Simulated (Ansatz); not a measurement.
# ZnCd5S6: the cost of one run

Computed with Ansatz 0.2.0 (DFT PBE, scalar-relativistic, plane waves, PAW, unless a step's input says otherwise).

## Step 1: The system as given

Symmetry: P3m1, No. 156, trigonal system. Conventional cell: a = 4.130 Å, b = 4.130 Å, c = 20.330 Å, α = 90.00°, β = 90.00°, γ = 120.00°. Zn (site symmetry 3m) has 4 S at 2.35 to 2.47 Å in its first shell of neighbours. Around Cd (site symmetry 3m) lie 4 S at 2.55 to 2.56 Å. Cd (site symmetry 3m) has 4 S at 2.55 to 2.57 Å in its first shell of neighbours. S (site symmetry 3m) is surrounded by 4 Cd at 2.55 to 2.56 Å. S (site symmetry 3m) is surrounded by 1 Zn at 2.35 Å and 3 Cd at 2.55 Å. Only part of the 12 independent sites is listed.

Coordinates:

```
CELL_PARAMETERS angstrom
4.12982 0.00000 0.00000
-2.06491 3.57653 0.00000
0.00000 0.00000 20.33040
ATOMIC_POSITIONS crystal
Zn 0.00000 0.00000 0.33338
Cd 0.66667 0.33333 0.83376
Cd 0.00000 0.00000 0.66342
Cd 0.66667 0.33333 0.17458
Cd 0.33333 0.66667 0.49312
Cd 0.33333 0.66667 0.00416
S 0.66667 0.33333 0.95954
S 0.00000 0.00000 0.44908
S 0.00000 0.00000 0.78920
S 0.66667 0.33333 0.30084
S 0.33333 0.66667 0.61896
S 0.33333 0.66667 0.12996
```

The start is the relaxed end of an invented cell (made as: elements ordered on the sites of the ZnS type, Zn/Cd on Zn (P3m1, No. 156)), taken up again for a closer look.

## Step 2: Probe: one point on a coarse mesh

Contents of input.yaml:

```yaml
crystal:
  lattice:
    - [4.1298177, 0.0, 0.0]
    - [-2.0649089, 3.5765271, 0.0]
    - [0.0, 0.0, 20.3304014]
  atoms:
    - { symbol: Zn, position: [0.0, 0.0, 0.333377] }
    - { symbol: Cd, position: [0.6666667, 0.3333333, 0.833761] }
    - { symbol: Cd, position: [0.0, 0.0, 0.663422] }
    - { symbol: Cd, position: [0.6666667, 0.3333333, 0.174575] }
    - { symbol: Cd, position: [0.3333333, 0.6666667, 0.493124] }
    - { symbol: Cd, position: [0.3333333, 0.6666667, 0.004164] }
    - { symbol: S, position: [0.6666667, 0.3333333, 0.959545] }
    - { symbol: S, position: [0.0, 0.0, 0.44908] }
    - { symbol: S, position: [0.0, 0.0, 0.789201] }
    - { symbol: S, position: [0.6666667, 0.3333333, 0.300837] }
    - { symbol: S, position: [0.3333333, 0.6666667, 0.618956] }
    - { symbol: S, position: [0.3333333, 0.6666667, 0.12996] }
basis:
  ecutwfc: 420
kpoints:
  mp_grid: { grid: [6, 6, 1] }
hamiltonian:
  xc: pbe
scf:
  occupations: { method: gaussian, width: 0.1 }
  lower_state_search: "off"
output:
  forces: true
  stress: true
  eigenvalues: true
```

Command:

```bash
ansatz run input.yaml --threads 4 --pin off --max-ram 8192MiB --backend cpu --events-out ev --progress --plain --runs-dir out
```

What time and memory should one allow on 4 threads of Intel Xeon 6975P-C (Granite Rapids), shared host?

About 3.1 s, with a peak of 0.86 GiB.
